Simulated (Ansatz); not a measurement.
Runs of Ansatz 0.2.0 on CsLiCr2Te2S3. Symmetry: Pm, No. 6, monoclinic system. Conventional cell: a = 7.057 Å, b = 3.981 Å, c = 9.084 Å, α = 90.00°, β = 107.12°, γ = 90.00°. Around Cs (site symmetry m) lie 3 S at 3.44 to 3.50 Å and 1 Te at 3.93 Å. Li (site symmetry m) has 3 S at 2.21 to 2.30 Å as nearest neighbours. Cr (site symmetry m) is surrounded by 5 S at 2.47 to 2.63 Å and 1 Te at 2.79 Å and 2 Li at 2.81 Å. Cr (site symmetry m) is surrounded by 2 S at 2.34 to 2.50 Å. Around Te (site symmetry m) lie 3 Cr at 2.76 to 2.79 Å. Te (site symmetry m) is surrounded by 1 S at 2.48 Å and 2 Cr at 2.80 Å. S (site symmetry m) is surrounded by 2 Li at 2.21 Å and 1 Te at 2.48 Å and 1 Cr at 2.51 Å. S (site symmetry m) is surrounded by 3 Cr at 2.34 to 2.47 Å and 1 Li at 2.63 Å. The cell was built by a generator and needn't be a form met in nature.

```tsv
task	level	potentials or basis	U	cell	k mesh	cutoff (eV)	hubbard projectors	double counting	points for each segment of the path	gap on the mesh (eV)	pressure (GPa)	moment (μB)	relaxed volume (Å³/atom)	largest force (eV/Å)
projected density of states	PBE+U	Ansatz PAW	Cr d U = 6 eV	as given	4 × 7 × 3	420	ortho-atomic (the default)	fll (the default)	-	0.08	3.6	6.01	-	0.78
relaxation of cell and atoms	BLYP	Ansatz PAW	-	relaxed	3 × 5 × 3	420	-	-	-	0.60	0.0	6.00	29.28	0.01
band structure	r2SCAN	Ansatz PAW	-	as given	4 × 7 × 3	500	-	-	10	0.64	-0.1	6.00	-	0.33
single point	PBE	PseudoDojo standard (PBE files)	-	as given	4 × 7 × 3	1279	-	-	-	0.44	0.2	6.00	-	0.03
relaxation of cell and atoms	PBE+D4	Ansatz PAW	-	relaxed	3 × 5 × 3	420	-	-	-	0.54	0.0	6.00	25.45	0.01
projected density of states	PBE+U	Ansatz PAW	Cr d U = 8 eV	as given	4 × 7 × 3	420	ortho-atomic (the default)	fll (the default)	-	(b)	4.9	6.03	-	(d)
projected density of states	PBE+U	Ansatz PAW	Cr d U = 4 eV	as given	4 × 7 × 3	420	ortho-atomic (the default)	fll (the default)	-	0.22	2.3	6.00	-	0.50
projected density of states	PBE+U	Ansatz PAW	Cr d U = 2 eV	as given	4 × 7 × 3	420	ortho-atomic (the default)	fll (the default)	-	0.37	1.1	6.00	-	0.23
relaxation of cell and atoms	PBEsol	Ansatz PAW	-	relaxed	3 × 5 × 3	420	-	-	-	0.52	0.0	6.00	25.39	-
band structure	LDA	Ansatz PAW	-	as given	4 × 7 × 3	420	-	-	10	0.40	-4.0	6.00	-	0.55
relaxation of cell and atoms	PBE+D3(BJ)	Ansatz PAW	-	relaxed	3 × 5 × 3	420	-	-	-	0.54	0.0	6.00	(c)	0.01
band structure	PBEsol	Ansatz PAW	-	as given	4 × 7 × 3	420	-	-	10	(a)	-2.2	6.00	-	0.33
```

Alike in all rows: spin collinear, ferromagnetic start; smearing fermi-dirac 0.05 eV.

Task: Fill in the values left out.

Result: (a) 0.43; (b) none; (c) 25.22; (d) 1.02.

Caveats: only a ferromagnetic start was run, and an antiferromagnetic order may lie lower in energy; spin-orbit coupling is left out, which moves the levels of the heavy elements (some runs); odd divisions of the mesh miss points on the zone boundary, where band edges often lie, so the gap on the mesh can be too wide (some runs); the magnetic or orbital state may not be the lowest (some runs); the PAW data sets come from PBE, with cores solved anew for the run's functional, which leaves a small shift of forces and pressure (some runs); the density of states is complete only up to the lowest level of the last band computed (some runs); the plane-wave basis is chosen anew once the cell has moved, so the energies of steps on either side of that aren't comparable (some runs).

A k mesh can miss the band edges, and the runs leave out spin-orbit coupling on Cs, Te.

Not every run made on this cell is shown here.
